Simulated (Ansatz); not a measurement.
# FGeH₂O radical: an energy map over bond length Ge2–H5 and angle F3–Ge2–H5

Aim: map the energy of FGeH₂O, SMILES [O][GeH2][F], spin multiplicity 2 over two coordinates, and find its wells, ridges and stiffness.

The runs use Ansatz 0.2.0; UHF/def2-TZVP.

## (1) The system as given

SMILES `[O][GeH2][F]`, 5 atoms, charge 0, spin multiplicity 2.

Atoms are counted from 1 here; the program's logs count them from 0.

Bond lengths: O1–Ge2 1.780 Å, Ge2–F3 1.756 Å, Ge2–H4 1.551 Å, Ge2–H5 1.551 Å. Angles: O1–Ge2–F3 111.3°, O1–Ge2–H4 107.3°, O1–Ge2–H5 107.3°, F3–Ge2–H4 107.1°, F3–Ge2–H5 107.1°, H4–Ge2–H5 116.8°.

Coordinates:

```xyz
5
FGeH2O
O    -0.5458   -0.0194    1.6376
Ge    0.0713   -0.0487   -0.0319
F    -0.9764    0.8531   -1.1142
H     0.0536   -1.5253   -0.5055
H     1.4473    0.6667   -0.0275
```

This geometry comes from a loose relaxation at PBE in a small basis, which is not shown.

## (2) Relaxing the molecule

File input.yaml:

```yaml
crystal:
  periodic: [false, false, false]
  atoms:
    - { symbol: O, position_ang: [-0.545812, -0.019419, 1.63757] }
    - { symbol: Ge, position_ang: [0.07131, -0.048692, -0.031855] }
    - { symbol: F, position_ang: [-0.97639, 0.853083, -1.114187] }
    - { symbol: H, position_ang: [0.053557, -1.525325, -0.505539] }
    - { symbol: H, position_ang: [1.447334, 0.666653, -0.027488] }
magnetization:
  spin_polarized: true
  initial_magnetization: 1
basis:
  gaussian: { orbitals: def2-TZVP }
hamiltonian:
  xc: hf
output:
  forces: true
relax:
  f_tol: 0.003
  max_steps: 120
```

Started as:

```console
$ ansatz run input.yaml --threads 1 --pin off --max-ram 2560MiB --backend cpu --events-out ev --progress --plain --runs-dir out
```

Standard output:

```text
Warning: RAYON_NUM_THREADS=1 ignored (pool sized by the plan → 1); use --threads N
The last accepted step is kept in <dir> (removed where the run ends without a failure and the disk answers)
Engine: ansatz 0.2.0, aarch64-unknown-linux-gnu
Functional definition: HF
  exchange = exact_x
  correlation = 0
932 factors; their error is unknown
mean field evaluation 1: about -61239.8689 eV, gradient 3.7e1 eV
mean field evaluation 2: about -61241.8032 eV, gradient 4.2e1 eV
mean field evaluation 4: about -61249.1446 eV, gradient 3.6e0 eV
mean field evaluation 8: about -61249.3685 eV, gradient 1.9e-1 eV
mean field evaluation 16: about -61241.0644 eV, gradient 3.7e1 eV
mean field evaluation 32: about -61250.4953 eV, gradient 1.9e-1 eV
mean field evaluation 64: about -61250.2968 eV, gradient 9.8e-1 eV
mean field evaluation 96: about -61250.5603 eV, gradient 3.5e-1 eV
mean field -61250.56060238 eV, -2250.9165850163 hartree, gradient 1.1e-5 eV, S^2 0.758342; 2 other end points of the search recorded, 0 dependent functions left out
the calculation of the forces begins
reference -61250.56060238 eV, -2250.9165850163 hartree; 26, 25 occupied and 96, 97 virtual orbitals, 932 factors
relax step   1: F+E_penalty+E_count = -61250.56060238 eV  Δ(F+E_penalty+E_count) = +0.000e0 eV  max|allowed force component| = 1.059e0 eV/Å  Δτ_max = 0.0000 Å  (198 SCF iters, accepted)
these checks for a lower state are left out or cut short: starts, cluster_reference, orbital_swaps, neighbouring_geometries, increment
932 factors; their error is unknown
mean field -61250.62107559 eV, -2250.9188073657 hartree, gradient 8.9e-6 eV, S^2 0.758010; 0 other end points of the search recorded, 0 dependent functions left out
the calculation of the forces begins
reference -61250.62107559 eV, -2250.9188073657 hartree; 26, 25 occupied and 96, 97 virtual orbitals, 932 factors
relax step   2: F+E_penalty+E_count = -61250.62107559 eV  Δ(F+E_penalty+E_count) = -6.047e-2 eV  max|allowed force component| = 4.790e-1 eV/Å  Δτ_max = 0.0557 Å  (59 SCF iters, accepted)
these checks for a lower state are left out or cut short: starts, cluster_reference, orbital_swaps, neighbouring_geometries, increment
932 factors; their error is unknown
mean field -61250.62918012 eV, -2250.9191052018 hartree, gradient 5.5e-6 eV, S^2 0.757961; 0 other end points of the search recorded, 0 dependent functions left out
the calculation of the forces begins
reference -61250.62918012 eV, -2250.9191052018 hartree; 26, 25 occupied and 96, 97 virtual orbitals, 932 factors
relax step   3: F+E_penalty+E_count = -61250.62918012 eV  Δ(F+E_penalty+E_count) = -8.105e-3 eV  max|allowed force component| = 1.113e-1 eV/Å  Δτ_max = 0.0152 Å  (57 SCF iters, accepted)
these checks for a lower state are left out or cut short: starts, cluster_reference, orbital_swaps, neighbouring_geometries, increment
932 factors; their error is unknown
mean field evaluation 128: about -61250.6295 eV, gradient 1.7e-5 eV
mean field -61250.62953961 eV, -2250.9191184128 hartree, gradient 6.7e-6 eV, S^2 0.757960; 0 other end points of the search recorded, 0 dependent functions left out
the calculation of the forces begins
reference -61250.62953961 eV, -2250.9191184128 hartree; 26, 25 occupied and 96, 97 virtual orbitals, 932 factors
relax step   4: F+E_penalty+E_count = -61250.62953961 eV  Δ(F+E_penalty+E_count) = -3.595e-4 eV  max|allowed force component| = 2.301e-3 eV/Å  Δτ_max = 0.0037 Å  (52 SCF iters, accepted)
932 factors; their error is unknown
mean field evaluation 160: about -61250.6295 eV, gradient 1.8e-6 eV
mean field evaluation 192: about -61250.4774 eV, gradient 3.6e-2 eV
mean field evaluation 224: about -61249.1539 eV, gradient 2.3e0 eV
mean field -61250.62953961 eV, -2250.9191184128 hartree, gradient 6.4e-6 eV, S^2 0.757960; 3 other end points of the search recorded, 0 dependent functions left out
the calculation of the forces begins
reference -61250.62953961 eV, -2250.9191184128 hartree; 26, 25 occupied and 96, 97 virtual orbitals, 932 factors
Total energy: -61250.62953961 eV, -2250.9191184128 hartree
Atom 0 at    -0.565379     0.000234     1.602595 Å, force    -0.001115     0.000213     0.002170 eV/Å
Atom 1 at     0.089814    -0.057965    -0.042867 Å, force     0.002166    -0.000939    -0.001749 eV/Å
Atom 2 at    -0.958178     0.829007    -1.055677 Å, force    -0.002301     0.001670    -0.001126 eV/Å
Atom 3 at     0.053150    -1.505663    -0.508707 Å, force     0.000868    -0.000048     0.000443 eV/Å
Atom 4 at     1.430591     0.660686    -0.036842 Å, force     0.000383    -0.000895     0.000263 eV/Å
Dipole moment:     0.448804    -0.257435    -0.128296 e Å
```

Wall time 42 s (1 thread of Arm Neoverse V2, shared host); peak memory 0.39 GiB.

Along the way:

```csv
step,energy from step 1 (eV),largest force component (eV/Å)
1,0.0000,1.0592
2,-0.0605,0.4790
3,-0.0686,0.1113
4,-0.0689,0.0023
```

Close pairs (by a distance rule), those that changed most:

```csv
bond,before (Å),after (Å),change (Å)
Ge2–F3,1.756,1.706,-0.050
Ge2–H5,1.551,1.521,-0.030
Ge2–H4,1.551,1.521,-0.030
O1–Ge2,1.780,1.772,-0.008
```

## (3) Setting up the map

First coordinate, bond length Ge2–H5: 13 values from 1.247 to 2.282 Å. Second coordinate, angle F3–Ge2–H5: 13 values from 62.3 to 152.3 °.

Nothing else is relaxed (all other coordinates rigid). Energies count from the relaxed molecule at the same level. Points are written as (first, second).

Below, 3 of the grid's runs; all are launched alike.

## (4) The run at (1.678 Å, 152.3°)

File input.yaml:

```yaml
crystal:
  periodic: [false, false, false]
  atoms:
    - { symbol: O, position_ang: [-0.565379, 0.000234, 1.602595] }
    - { symbol: Ge, position_ang: [0.089814, -0.057965, -0.042867] }
    - { symbol: F, position_ang: [-1.533593, -0.222606, -0.541097] }
    - { symbol: H, position_ang: [0.05315, -1.505663, -0.508707] }
    - { symbol: H, position_ang: [1.568753, 0.73474, -0.036221] }
magnetization:
  spin_polarized: true
  initial_magnetization: 1
basis:
  gaussian: { orbitals: def2-TZVP }
hamiltonian:
  xc: hf
output:
  forces: true
```

Started as:

```console
$ ansatz run input.yaml --threads 1 --pin off --max-ram 2560MiB --backend cpu --events-out ev --progress --plain --runs-dir out
```

Standard output:

```text
Warning: RAYON_NUM_THREADS=1 ignored (pool sized by the plan → 1); use --threads N
[... 4 set-up lines as earlier in the session ...]
932 factors; their error is unknown
mean field evaluation 1: about -61235.8113 eV, gradient 4.1e1 eV
mean field evaluation 2: about -61231.5828 eV, gradient 5.9e1 eV
mean field evaluation 4: about -61246.8082 eV, gradient 6.4e0 eV
mean field evaluation 8: about -61247.4559 eV, gradient 5.0e-1 eV
mean field evaluation 16: about -61247.5088 eV, gradient 2.8e-1 eV
mean field evaluation 32: about -61248.6005 eV, gradient 1.7e0 eV
mean field evaluation 64: about -61247.4810 eV, gradient 6.0e-1 eV
mean field evaluation 96: about -61243.5064 eV, gradient 8.3e0 eV
mean field evaluation 128: about -61243.5306 eV, gradient 7.8e0 eV
mean field evaluation 160: about -61242.3238 eV, gradient 2.9e0 eV
mean field evaluation 192: about -61241.3353 eV, gradient 4.1e0 eV
mean field evaluation 224: about -61247.4641 eV, gradient 3.7e-1 eV
mean field -61248.76390029 eV, -2250.8505574323 hartree, gradient 1.0e-5 eV, S^2 0.758570; 2 other end points of the search recorded, 0 dependent functions left out
the calculation of the forces begins
reference -61248.76390029 eV, -2250.8505574323 hartree; 26, 25 occupied and 96, 97 virtual orbitals, 932 factors
Total energy: -61248.76390029 eV, -2250.8505574323 hartree
Atom 0 at    -0.565379     0.000234     1.602595 Å, force     0.823751     0.566073     0.657517 eV/Å
Atom 1 at     0.089814    -0.057965    -0.042867 Å, force     0.896406    -1.994660     1.404877 eV/Å
Atom 2 at    -1.533593    -0.222606    -0.541097 Å, force    -1.278671     2.144617    -1.413569 eV/Å
Atom 3 at     0.053150    -1.505663    -0.508707 Å, force     1.849347    -0.446456    -0.139462 eV/Å
Atom 4 at     1.568753     0.734740    -0.036221 Å, force    -2.290832    -0.269574    -0.509362 eV/Å
Dipole moment:     0.704743     0.277719    -0.345488 e Å
```

It took 18 s on 1 thread of Arm Neoverse V2, shared host; peak memory 0.4 GiB.

On the map this point reads 180 kJ/mol.

## (5) Point (1.506 Å, 152.3°)

Changes to input.yaml since step 4:

```diff
@@ -7,3 +7,3 @@
     - { symbol: H, position_ang: [0.05315, -1.505663, -0.508707] }
-    - { symbol: H, position_ang: [1.568753, 0.73474, -0.036221] }
+    - { symbol: H, position_ang: [1.417157, 0.653485, -0.036903] }
 magnetization:
```

Started as:

```console
$ ansatz run input.yaml --threads 1 --pin off --max-ram 2560MiB --backend cpu --events-out ev --progress --plain --runs-dir out
```

Standard output:

```text
Warning: RAYON_NUM_THREADS=1 ignored (pool sized by the plan → 1); use --threads N
[... 4 set-up lines as earlier in the session ...]
932 factors; their error is unknown
mean field evaluation 1: about -61236.3819 eV, gradient 4.1e1 eV
mean field evaluation 2: about -61234.1616 eV, gradient 5.4e1 eV
mean field evaluation 4: about -61247.0894 eV, gradient 5.8e0 eV
mean field evaluation 8: about -61247.6354 eV, gradient 4.5e-1 eV
mean field evaluation 16: about -61236.3819 eV, gradient 4.1e1 eV
mean field evaluation 32: about -61248.7793 eV, gradient 1.7e0 eV
mean field evaluation 64: about -61247.6705 eV, gradient 5.6e-1 eV
mean field evaluation 96: about -61247.3898 eV, gradient 1.4e0 eV
mean field evaluation 128: about -61243.1033 eV, gradient 5.1e0 eV
mean field evaluation 160: about -61243.1571 eV, gradient 8.3e0 eV
mean field evaluation 192: about -61241.8956 eV, gradient 7.8e0 eV
mean field evaluation 224: about -61247.6153 eV, gradient 8.8e-1 eV
mean field -61248.94589153 eV, -2250.8572454872 hartree, gradient 5.6e-6 eV, S^2 0.758419; 2 other end points of the search recorded, 0 dependent functions left out
the calculation of the forces begins
reference -61248.94589153 eV, -2250.8572454872 hartree; 26, 25 occupied and 96, 97 virtual orbitals, 932 factors
Total energy: -61248.94589153 eV, -2250.8572454872 hartree
Atom 0 at    -0.565379     0.000234     1.602595 Å, force     0.782099     0.533288     0.715780 eV/Å
Atom 1 at     0.089814    -0.057965    -0.042867 Å, force    -1.136666    -3.276357     1.444445 eV/Å
Atom 2 at    -1.533593    -0.222606    -0.541097 Å, force    -1.284535     2.180020    -1.443612 eV/Å
Atom 3 at     0.053150    -1.505663    -0.508707 Å, force     1.808885    -0.482842    -0.117184 eV/Å
Atom 4 at     1.417157     0.653485    -0.036903 Å, force    -0.169784     1.045891    -0.599429 eV/Å
Dipole moment:     0.732242     0.310711    -0.355562 e Å
```

It took 18 s on 1 thread of Arm Neoverse V2, shared host; peak memory 0.4 GiB.

On the map this point reads 162 kJ/mol.

## (6) The run at (1.506 Å, 107.3°)

Changes to input.yaml since step 5:

```diff
@@ -5,3 +5,3 @@
     - { symbol: Ge, position_ang: [0.089814, -0.057965, -0.042867] }
-    - { symbol: F, position_ang: [-1.533593, -0.222606, -0.541097] }
+    - { symbol: F, position_ang: [-0.957172, 0.829911, -1.055926] }
     - { symbol: H, position_ang: [0.05315, -1.505663, -0.508707] }
```

Started as:

```console
$ ansatz run input.yaml --threads 1 --pin off --max-ram 2560MiB --backend cpu --events-out ev --progress --plain --runs-dir out
```

Standard output:

```text
Warning: RAYON_NUM_THREADS=1 ignored (pool sized by the plan → 1); use --threads N
[... 4 set-up lines as earlier in the session ...]
932 factors; their error is unknown
mean field evaluation 1: about -61240.1679 eV, gradient 3.7e1 eV
mean field evaluation 2: about -61242.5641 eV, gradient 4.0e1 eV
mean field evaluation 4: about -61249.2546 eV, gradient 3.3e0 eV
mean field evaluation 8: about -61249.4374 eV, gradient 1.5e-1 eV
mean field evaluation 16: about -61250.6272 eV, gradient 4.9e-5 eV
mean field evaluation 32: about -61250.5620 eV, gradient 1.7e-1 eV
mean field evaluation 64: about -61250.4491 eV, gradient 4.8e-1 eV
mean field evaluation 96: about -61250.4865 eV, gradient 2.7e0 eV
mean field -61250.62720048 eV, -2250.9190324514 hartree, gradient 8.4e-6 eV, S^2 0.757948; 2 other end points of the search recorded, 0 dependent functions left out
the calculation of the forces begins
reference -61250.62720048 eV, -2250.9190324514 hartree; 26, 25 occupied and 96, 97 virtual orbitals, 932 factors
Total energy: -61250.62720048 eV, -2250.9190324514 hartree
Atom 0 at    -0.565379     0.000234     1.602595 Å, force    -0.007198    -0.002006     0.006192 eV/Å
Atom 1 at     0.089814    -0.057965    -0.042867 Å, force    -0.248249    -0.142904    -0.003194 eV/Å
Atom 2 at    -0.957172     0.829911    -1.055926 Å, force    -0.012697     0.002189    -0.005847 eV/Å
Atom 3 at     0.053150    -1.505663    -0.508707 Å, force    -0.005615    -0.002010     0.000422 eV/Å
Atom 4 at     1.417157     0.653485    -0.036903 Å, force     0.273759     0.144731     0.002426 eV/Å
Dipole moment:     0.451927    -0.255975    -0.128194 e Å
```

Run time: 13 s. Hardware: 1 thread of Arm Neoverse V2, shared host; peak memory 0.38 GiB.

Energy on the map's scale: 0.23 kJ/mol.

## (7) The map

135 points were computed, and 34 have no value (skipped by design, atoms too close, or no result). Energies in kJ/mol, from the relaxed molecule at the same level:

```
angle F3–Ge2–H5 (°) ↓, bond length Ge2–H5 (Å) →  1.247  1.334  1.420  1.506  1.592  1.678  1.765  1.851  1.937  2.023  2.109  2.196  2.282
                                          152.3    269    206    174    162    166    180    201    227    255    285    311    332    348
                                          144.8    219      –    124      –    117      –    153      –    208      –    267      –    308
                                          137.3    179    116     84     74     78     93    115    141    170    201    231    255    274
                                          129.8    147      –     53      –     47      –     84      –    140      –    202      –    247
                                          122.3    125     62     30     19     24     39     61     88    118    149    180    206    227
                                          114.8    111      –     16      –      9      –     47      –    103      –    165      –    214
                                          107.3    108     44     11      0      4     19     41     67     97    128    159    186    208
                                           99.8    115      –     17      –      9      –     45      –    100    130    161      –    209
                                           92.3    134     68     34     22     25     38     59     84    113    142    172    198    218
                                           84.8    165      –     65      –     53      –     85      –    137      –    193      –    235
                                           77.3    213    146    110     96     96    107    125    148    173    200    224    244    260
                                           69.8    280    211    174      –    157      –    182      –    225      –    266      –    292
                                           62.3    370    300    262    244    241    247    260    276    293    307    318    326    332
```

On the same grid, dipole moment (D):

```
angle F3–Ge2–H5 (°) ↓, bond length Ge2–H5 (Å) →  1.247  1.334  1.420  1.506  1.592  1.678  1.765  1.851  1.937  2.023  2.109  2.196  2.282
                                          152.3   4.42   4.35   4.27   4.18   4.09   4.00   3.90   3.80   3.70   3.62   3.69   3.74   3.79
                                          144.8   4.15      –   4.00      –   3.83      –   3.64      –   3.45      –   3.42      –   3.56
                                          137.3   3.86   3.79   3.71   3.63   3.55   3.46   3.37   3.28   3.19   3.11   3.15   3.24   3.31
                                          129.8   3.56      –   3.42      –   3.27      –   3.10      –   2.93      –   2.88      –   3.05
                                          122.3   3.27   3.20   3.14   3.06   2.99   2.91   2.84   2.76   2.69   2.63   2.63   2.71   2.78
                                          114.8   2.99      –   2.86      –   2.73      –   2.59      –   2.46      –   2.42      –   2.55
                                          107.3   2.74   2.68   2.63   2.57   2.51   2.45   2.40   2.35   2.31   2.28   2.29   2.33   2.38
                                           99.8   2.54      –   2.45      –   2.37      –   2.30      –   2.26   2.26   2.28      –   2.32
                                           92.3   2.40   2.37   2.35   2.33   2.31   2.30   2.30   2.31   2.33   2.36   2.38   2.36   2.35
                                           84.8   2.34      –   2.33      –   2.35      –   2.41      –   2.51      –   2.57      –   2.46
                                           77.3   2.37   2.38   2.41   2.44   2.48   2.54   2.61   2.69   2.77   2.82   2.76   2.67   2.60
                                           69.8   2.46   2.50   2.55      –   2.68      –   2.86      –   3.04      –   2.90      –   2.75
                                           62.3   2.60   2.65   2.72   2.81   2.90   3.01   3.12   3.20   3.18   3.08   2.99   2.94   2.92
```

On the same grid, largest force on an atom (eV/Å):

```tsv
angle F3–Ge2–H5 (°) ↓, bond length Ge2–H5 (Å) →	1.247	1.334	1.420	1.506	1.592	1.678	1.765	1.851	1.937	2.023	2.109	2.196	2.282
152.3	12.3	8.1	5.4	3.8	2.9	2.9	3.0	3.4	3.6	3.6	2.9	2.6	2.6
144.8	12.1	–	5.1	–	2.3	–	3.0	–	3.7	–	3.1	–	2.0
137.3	11.8	7.6	4.7	2.8	1.7	2.4	3.0	3.4	3.7	3.8	3.3	2.6	2.0
129.8	11.4	–	4.2	–	1.4	–	3.0	–	3.7	–	3.4	–	2.1
122.3	10.9	6.6	3.6	1.6	1.3	2.3	3.0	3.4	3.7	3.8	3.5	2.8	2.2
114.8	10.3	–	3.0	–	1.3	–	3.0	–	3.7	–	3.6	–	2.3
107.3	10.0	5.6	2.5	0.3	1.2	2.2	2.9	3.4	3.7	3.8	3.6	3.0	2.3
99.8	10.1	–	2.6	–	1.8	–	3.4	–	3.9	3.9	3.6	–	2.3
92.3	10.2	5.8	2.7	1.1	2.5	3.4	4.0	4.4	4.5	4.5	4.1	3.4	2.8
84.8	10.3	–	3.0	–	3.2	–	4.7	–	5.1	–	4.5	–	3.1
77.3	10.6	6.3	3.5	2.7	3.8	4.7	5.2	5.5	5.6	5.4	4.7	4.0	3.4
69.8	11.0	6.9	4.3	–	4.3	–	5.7	–	5.9	–	4.6	–	3.6
62.3	11.6	7.7	5.6	5.4	5.1	5.6	6.0	6.1	5.6	4.9	4.4	4.0	3.7
```

## (8) Outcome

| quantity | value |
| --- | --- |
| lowest point | (1.506 Å, 107.3°), 0.23 kJ/mol |
| highest computed point (blank points may lie higher) | (1.247 Å, 62.3°), 369 kJ/mol above the lowest |
| dipole moment (D) | 2.26 at (2.023 Å, 99.8°) to 4.42 at (1.247 Å, 152.3°); 2.57 at the lowest point |
| largest force on an atom (eV/Å) | 0.3 at (1.506 Å, 107.3°) to 12.3 at (1.247 Å, 152.3°); 0.3 at the lowest point |
| time for the whole task | 39 min on 1 thread, shared host |

In words: The lowest computed point is at (1.506 Å, 107.3°), 0.23 kJ/mol from the relaxed molecule at the same level. The grid is coarse, so the lowest point of the scanned range may lie between grid points; coordinates that were held can hide deeper minima. No other kind of well shows on this grid. The highest computed point, (1.247 Å, 62.3°), lies 369 kJ/mol above the lowest. Round the minimum the two coordinates are nearly uncoupled.
